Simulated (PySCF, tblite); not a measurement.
**CH₈B₂Cl₂Si₂: geometry, infrared bands and NMR shifts**

Aim: predict the infrared bands and NMR shifts of CH₈B₂Cl₂Si₂ (`B[C@@H]([SiH3])[SiH2]B(Cl)Cl`).

The runs use tblite 0.8.0 and PySCF 2.14.0, with density-fitted response routines of our own; the level of theory stands in each step. All values are computed, except where a source is named. Atoms are numbered from 0 throughout.

**1. The starting structure**

15 atoms, charge 0, multiplicity 1; geometry from: force field or distance geometry start.

Bonds of the start (Å): B0–C1 1.59, C1–Si2 1.86, C1–Si3 1.86, Si3–B4 1.93, B4–Cl5 1.85, B4–Cl6 1.83, B0–H7 1.19, B0–H8 1.17, C1–H9 1.11, Si2–H10 1.49, Si2–H11 1.47, Si2–H12 1.48, Si3–H13 1.47, Si3–H14 1.48.

**2. Geometry optimisation with GFN2-xTB**

The job: settings as JSON, then the geometry in Å.

```
{"job": {"kind": "relax", "xc": "GFN2-xTB", "basis": "xTB"}, "charge": 0, "multiplicity": 1}
B     -0.324300    -1.618900     0.622700
C     -0.445200    -0.414600    -0.404700
Si    -2.117900     0.356700    -0.124900
Si     0.813600     0.923400    -0.131100
B      2.625600     0.258600     0.001800
Cl     3.965200     1.531500     0.078500
Cl     3.124100    -1.460200    -0.392100
H     -1.270100    -2.337300     0.683500
H      0.466300    -1.703700     1.484400
H     -0.375600    -0.821100    -1.430200
H     -2.800100     0.455000    -1.444800
H     -2.937600    -0.429300     0.806000
H     -1.952600     1.690200     0.501400
H      0.759800     1.807500    -1.305100
H      0.464400     1.770100     1.032700
```

Run with:

```bash
$ OMP_NUM_THREADS=1 python probes_run.py task.json out
```

The driver reads the jobs from task.json and runs them one after another.

**Question.** This job is followed by: GFN2-xTB harmonic vibrations, gas phase; GIAO PBE0/pcSseg-1 NMR shielding, non-relativistic, gas phase. What will the session give for the following? strongest single infrared mode (GFN2-xTB); zero-point energy (GFN2-xTB); ¹³C shifts against TMS (PBE0/pcSseg-1); ¹H shifts against TMS (PBE0/pcSseg-1, means over atoms taken as alike); ¹¹B shifts against BF3·OEt2 (PBE0/pcSseg-1); ²⁹Si shifts against TMS (PBE0/pcSseg-1); ³⁵Cl shifts against HCl (PBE0/pcSseg-1, means over atoms taken as alike).

As calculated:

| quantity | value |
| --- | --- |
| strongest single infrared mode (GFN2-xTB) | 810 cm⁻¹, 564 km/mol |
| zero-point energy (GFN2-xTB) | 53.4 kcal/mol |
| ¹³C shifts against TMS (PBE0/pcSseg-1) | 1.0 ppm |
| ¹H shifts against TMS (PBE0/pcSseg-1, means over atoms taken as alike) | 4.46, 4.23, 4.23, 4.04, 0.40 ppm |
| ¹¹B shifts against BF3·OEt2 (PBE0/pcSseg-1) | 79.8, 11.5 ppm |
| ²⁹Si shifts against TMS (PBE0/pcSseg-1) | -54.6, -75.1 ppm |
| ³⁵Cl shifts against HCl (PBE0/pcSseg-1, means over atoms taken as alike) | 377 ppm |

**Reading.** Relaxing lowered the energy by 0.829 eV in 196 steps; the close pair that moved most is B0–Cl6, from 3.598 to 2.059 Å. All 39 modes are real, so the xTB geometry is a minimum. The strongest single mode, at 810 cm⁻¹, is spread over many atoms; the largest shares are those of H13, H14. GFN2-xTB is a fitted tight-binding method: band positions and strengths are rough. Its intensities can rank the bands wrongly. At PBE0/pcSseg-1: Shielding is most anisotropic at Cl5, Cl6 (span 720 ppm, paramagnetic term -576 ppm).
